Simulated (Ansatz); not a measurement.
**AlFH₃NSi: up Jacob's ladder to CCSD(T)**

Aim: compute AlFH₃NSi with functionals from several rungs and with coupled cluster, and see how far each lands from CCSD(T) at the basis-set limit for the atomisation energy.

Computed with Ansatz 0.2.0, Gaussian basis. Level: functionals in def2-TZVPP, the program's frozen cores in correlated methods.

Plan: LDA (SPW92), PBE-D4, revPBE-D4, BLYP-D4, r2SCAN-D4, B97M-V, PBE0-D4, B3LYP-D4, r2SCANh-D4, r2SCAN0-D4, HSE06-D4, BHLYP-D4, CAM-B3LYP-D4, LC-ωPBE, ωB97X-V, ωB97M-V, B2PLYP, PBE-QIDH; CCSD(T)/def2-SVP; CCSD(T)/def2-TZVPP; MP2/def2-QZVPP; extrapolation to the limit; RPA on PBE.

## Step 1: The geometry

An earlier PBE0-D4 in a triple-zeta def2 set relaxation fixed the geometry.

7 atoms, charge 0, spin multiplicity 1.

Atoms are counted from 1 here; the program's logs count them from 0.

Bond lengths: F1–Al2 1.642 Å, Al2–N3 1.763 Å, Al2–Si4 2.285 Å, N3–Si4 1.772 Å, N3–H5 1.009 Å, Si4–H6 1.492 Å, Si4–H7 1.492 Å. Angles: F1–Al2–N3 136.7°, F1–Al2–Si4 173.4°, N3–Al2–Si4 49.9°, Al2–N3–Si4 80.6°, Al2–N3–H5 150.7°, Si4–N3–H5 128.7°, Al2–Si4–N3 49.5°, Al2–Si4–H6 126.5°, Al2–Si4–H7 126.5°, N3–Si4–H6 116.6°, N3–Si4–H7 116.6°, H6–Si4–H7 106.2°.

## Step 2: LDA

This LDA is Slater exchange with PW92 correlation.

Contents of in.yaml:

```yaml
crystal:
  periodic: [false, false, false]
  atoms:
    - {symbol: F, position_ang: [-0.255155, -2.719762, 1.375876]}
    - {symbol: Al, position_ang: [-0.277783, -1.260133, 0.623583]}
    - {symbol: N, position_ang: [0.911597, -0.081330, 0.072742]}
    - {symbol: Si, position_ang: [-0.572379, 0.749166, -0.424407]}
    - {symbol: H, position_ang: [1.869239, 0.218279, -0.036482]}
    - {symbol: H, position_ang: [-0.856947, 2.058494, 0.231581]}
    - {symbol: H, position_ang: [-0.757372, 0.967286, -1.888594]}
basis:
  gaussian: {orbitals: def2-TZVPP}
hamiltonian: {xc: lda}
output: {orbitals: {seedname: orbitals}}
```

The run is started by

```console
ansatz run in.yaml --threads 2 --pin off --events-out ev --progress --plain --max-ram 4352MiB
```

Further steps of the session: PBE-D4 (GGA); revPBE-D4 (GGA); BLYP-D4 (GGA); r2SCAN-D4 (meta-GGA); B97M-V (meta-GGA); B3LYP-D4 (hybrid); r2SCANh-D4 (hybrid); r2SCAN0-D4 (hybrid); HSE06-D4 (hybrid); BHLYP-D4 (hybrid); CAM-B3LYP-D4 (range-separated); LC-ωPBE (range-separated); ωB97X-V (range-separated); ωB97M-V (range-separated); B2PLYP (double hybrid); PBE-QIDH (double hybrid); CCSD(T) in def2-SVP; CCSD(T) in def2-TZVPP; MP2 in def2-QZVPP; RPA on PBE orbitals.

**Question.** What will the summary of the whole plan be? Wanted: atomisation energy, CCSD(T)/CBS; farthest beyond LDA; mean size of error, GGA; mean size of error, meta-GGA; mean size of error, hybrid; mean size of error, range-separated; mean size of error, double hybrid; gap, smallest and largest; T1 diagnostic.

The runs gave:

```
                               quantity                                              value
        atomisation energy, CCSD(T)/CBS                                      2337.6 kJ/mol
 functionals within 11.7 kJ/mol (0.5 %)  r2SCAN-D4, B97M-V, CAM-B3LYP-D4, ωB97X-V, ωB97M-V
                    farthest beyond LDA                            BHLYP-D4 (-99.1 kJ/mol)
                mean size of error, GGA                                        26.4 kJ/mol
           mean size of error, meta-GGA                                         6.5 kJ/mol
             mean size of error, hybrid                                        47.4 kJ/mol
    mean size of error, range-separated                                         9.2 kJ/mol
      mean size of error, double hybrid                                        42.0 kJ/mol
              gap, smallest and largest           3.40 eV (LDA (SPW92)), 9.95 eV (LC-ωPBE)
                          T1 diagnostic                                             0.0140
triples share of the correlation energy                                              3.6 %
```

**Reading.** LDA overbinds by 318.1 kJ/mol (14 %). PBE-D4 is off by +16.8 kJ/mol. Double hybrids carry the basis error of their MP2 part in triple zeta, and no dispersion term here, so their miss is partly the set-up's. The rungs meta-GGA, range-separated miss on average by less than the doubt on the reference (11.7 kJ/mol), so they tie. The reference freezes the cores and leaves out relativity and excitations past (T), so misses under about 11.7 kJ/mol can't be ranked. Hartree-Fock recovers 69 % of the binding; the rest is correlation. CCSD(T) in def2-SVP is off by -210.6 kJ/mol, so the small basis spoils what the method gains. The gap grows from 3.4 to 9.9 eV across the functionals, mostly with the share of exact exchange.
